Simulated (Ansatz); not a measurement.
**One shape, several levels: doublet C2H2ClGa+**

We compute a comparison of 3 runs (UHF/3-21G, USVWN5/cc-pVDZ, UMP2/cc-pVDZ) of doublet C2H2ClGa+. 

The calculation is run with Ansatz 0.2.0.

56 further runs of the same task are left out: 56 set aside as unsound or not needed. Runs told in other sessions of the task aren't counted.

### Step 1. Starting point

The species is C2H2ClGa+ (6 atoms), meant as a doublet with charge +1. SMILES of the parent species: `C#[C][GaH][Cl]`. Geometry: relaxed at PBE0-D4/def2-TZVP. That shape belongs to the parent species and isn't relaxed for this state.

Bond lengths: C1–C2 1.208 Å, C2–Ga3 1.900 Å, Ga3–Cl4 2.140 Å, C1–H5 1.067 Å, Ga3–H6 1.547 Å. Angles: C1–C2–Ga3 179.1°, C2–Ga3–Cl4 115.4°, C2–C1–H5 179.8°, C2–Ga3–H6 126.7°, Cl4–Ga3–H6 117.8°.

### Step 2. A single-point energy at UHF/3-21G (run 1)

File job.yaml:

```yaml
crystal:
  periodic: [false, false, false]
  atoms:
    - {symbol: C, position_ang: [0.577800, 1.057900, -1.454500]}
    - {symbol: C, position_ang: [0.247000, 0.412500, -0.488700]}
    - {symbol: Ga, position_ang: [-0.252900, -0.587200, 1.048000]}
    - {symbol: Cl, position_ang: [-1.745400, -2.085600, 0.724100]}
    - {symbol: H, position_ang: [0.867100, 1.625700, -2.309900]}
    - {symbol: H, position_ang: [0.306500, -0.423300, 2.481100]}
basis:
  gaussian: {orbitals: 3-21G-spherical.json}
total_charge: 1
magnetization: {spin_polarized: true, initial_magnetization: 1}
hamiltonian: {xc: hf}
accuracy: high
output: {orbitals: {seedname: orbitals}}
```

The basis set 3-21G is read from a file made from the Basis Set Exchange's data (not shown).

Started as:

```sh
ansatz run job.yaml --threads 1 --pin off --max-ram 2610MiB --events-out events.jsonl --progress --plain --runs-dir runs
```

What it wrote:

```text
Warning: RAYON_NUM_THREADS=1 ignored (pool sized by the plan → 1); use --threads N
Functional definition: HF
  name "HF"
  exchange = exact_x
  correlation = 0
1107 factors; integrals over basis functions are off by at most 8.5e-9 eV
mean field evaluation 1: about -66587.9519 eV, gradient 2.4e1 eV
mean field evaluation 2: about -66588.2471 eV, gradient 2.3e1 eV
mean field evaluation 4: about -66592.4169 eV, gradient 2.3e0 eV
mean field evaluation 8: about -66592.5373 eV, gradient 1.3e0 eV
mean field evaluation 16: about -66593.5844 eV, gradient 2.4e-4 eV
mean field evaluation 32: about -66593.5061 eV, gradient 5.9e-1 eV
mean field evaluation 64: about -66591.9573 eV, gradient 7.2e0 eV
mean field evaluation 96: about -66592.9588 eV, gradient 7.3e-1 eV
mean field evaluation 128: about -66590.8882 eV, gradient 1.7e1 eV
mean field evaluation 160: about -66592.1979 eV, gradient 8.3e0 eV
mean field evaluation 192: about -66592.2140 eV, gradient 1.0e0 eV
mean field evaluation 224: about -66592.5679 eV, gradient 2.0e-5 eV
mean field -66593.58437668 eV, -2447.2690870904 hartree, gradient 2.2e-8 eV, S^2 0.755689; 4 other end points of the search recorded, 0 dependent functions left out
reference -66593.58437668 eV, -2447.2690870904 hartree; 31, 30 occupied and 26, 27 virtual orbitals, 1107 factors
Total energy: -66593.58437668 eV, -2447.2690870904 hartree
```

Run time: 2.3 s. Hardware: 1 thread of AMD EPYC 9R45 (Zen 5), shared host; peak memory 0.26 GiB.

### Step 3. The energy at USVWN5/cc-pVDZ (run 2)

File run.yaml:

```yaml
basis:
  gaussian:
    orbitals: cc-pVDZ
crystal:
  periodic: [false, false, false]
  atoms:
    - {symbol: C, position_ang: [0.577800, 1.057900, -1.454500]}
    - {symbol: C, position_ang: [0.247000, 0.412500, -0.488700]}
    - {symbol: Ga, position_ang: [-0.252900, -0.587200, 1.048000]}
    - {symbol: Cl, position_ang: [-1.745400, -2.085600, 0.724100]}
    - {symbol: H, position_ang: [0.867100, 1.625700, -2.309900]}
    - {symbol: H, position_ang: [0.306500, -0.423300, 2.481100]}
total_charge: 1
magnetization:
  spin_polarized: true
  initial_magnetization: 1
hamiltonian:
  xc: {name: SVWN5}
accuracy: high
output: {orbitals: {seedname: orbitals}}
```

Started as:

```sh
ansatz run run.yaml --threads 1 --pin off --max-ram 2610MiB --events-out events.jsonl --progress --plain --runs-dir runs
```

What it wrote:

```text
Warning: RAYON_NUM_THREADS=1 ignored (pool sized by the plan → 1); use --threads N
Functional definition: SVWN5
  name "SVWN5"
  exchange = slater_x
  correlation = vwn5_c
1779 factors; integrals over basis functions are off by at most 4.4e-9 eV
mean field evaluation 1: about -66840.5845 eV, gradient 4.4e1 eV
mean field evaluation 2: about -66718.2472 eV, gradient 1.1e2 eV
mean field evaluation 4: about -66848.0188 eV, gradient 2.7e1 eV
mean field evaluation 8: about -66851.7726 eV, gradient 1.1e1 eV
mean field evaluation 16: about -66853.3047 eV, gradient 1.9e-4 eV
mean field evaluation 32: about -66853.1400 eV, gradient 2.8e0 eV
mean field -66853.30472941 eV, -2456.8136340082 hartree, gradient 1.7e-8 eV, S^2 0.751611; 8 other end points of the search recorded, 0 dependent functions left out
reference -66853.30473291 eV, -2456.8136341369 hartree; 31, 30 occupied and 52, 53 virtual orbitals, 1779 factors
Total energy: -66853.30473291 eV, -2456.8136341369 hartree
```

It took 3.9 s on 1 thread of AMD EPYC 9R45 (Zen 5), shared host; peak memory 0.26 GiB.

### Step 4. A single-point energy at UMP2/cc-pVDZ (run 3)

File molecule.yaml:

```yaml
crystal:
  periodic: [false, false, false]
  atoms:
    - symbol: C
      position_ang: [0.577800, 1.057900, -1.454500]
    - symbol: C
      position_ang: [0.247000, 0.412500, -0.488700]
    - symbol: Ga
      position_ang: [-0.252900, -0.587200, 1.048000]
    - symbol: Cl
      position_ang: [-1.745400, -2.085600, 0.724100]
    - symbol: H
      position_ang: [0.867100, 1.625700, -2.309900]
    - symbol: H
      position_ang: [0.306500, -0.423300, 2.481100]
basis:
  gaussian: {orbitals: cc-pVDZ}
total_charge: 1
magnetization: {spin_polarized: true, initial_magnetization: 1}
correlation: {method: mp2, frozen_orbitals: {C: 1, Cl: 5, Ga: 9, H: 0}}
accuracy: high
```

Started as:

```sh
ansatz run molecule.yaml --threads 1 --pin off --max-ram 2610MiB --events-out events.jsonl --progress --plain --runs-dir runs
```

What it wrote, cut to the lines that bear on the results:

```text
Warning: RAYON_NUM_THREADS=1 ignored (pool sized by the plan → 1); use --threads N
Functional definition: HF
  name "HF"
[...]
1779 factors; integrals over basis functions are off by at most 4.4e-9 eV
[...]
mean field -66920.25144707 eV, -2459.2738805044 hartree, gradient 2.0e-8 eV, S^2 0.756213; 11 other end points of the search recorded, 0 dependent functions left out
16 core orbitals not correlated: weight in the atoms' cores, before any rotation towards them, 1.000 or more for the frozen orbitals, at most 0.000 for the correlated occupied ones
reference -66920.25144707 eV, -2459.2738805044 hartree; 15, 14 occupied and 52, 53 virtual orbitals, 1779 factors
second order -10.97154742 eV of doubles, -0.00000000 eV of singles
Total energy: -66931.22299449 eV, -2459.6770774351 hartree
```

Wall time 9.3 s (1 thread of AMD EPYC 9R45 (Zen 5), shared host); peak memory 0.47 GiB.

### Step 5. The series

```
run           level  frozen core orbitals   energy (Eh)  HOMO energy (eV)  LUMO energy (eV)   ⟨S²⟩  wall time
  1       UHF/3-21G                     –  -2447.269087            -16.42             -8.73  0.756      2.3 s
  2  USVWN5/cc-pVDZ                     –  -2456.813634            -13.35            -13.33  0.752      3.9 s
  3    UMP2/cc-pVDZ                    16  -2459.677077                 –                 –  0.756      9.3 s
```

### Step 6. What came out

```
                                           quantity           value
                                run 3: total energy  -2459.67708 Eh
run 3: correlation energy (16 core orbitals frozen)      -403.2 mEh
           run 3: ⟨S²⟩ of the reference determinant           0.756
```

All runs together took 16 s, the longest 9.3 s.
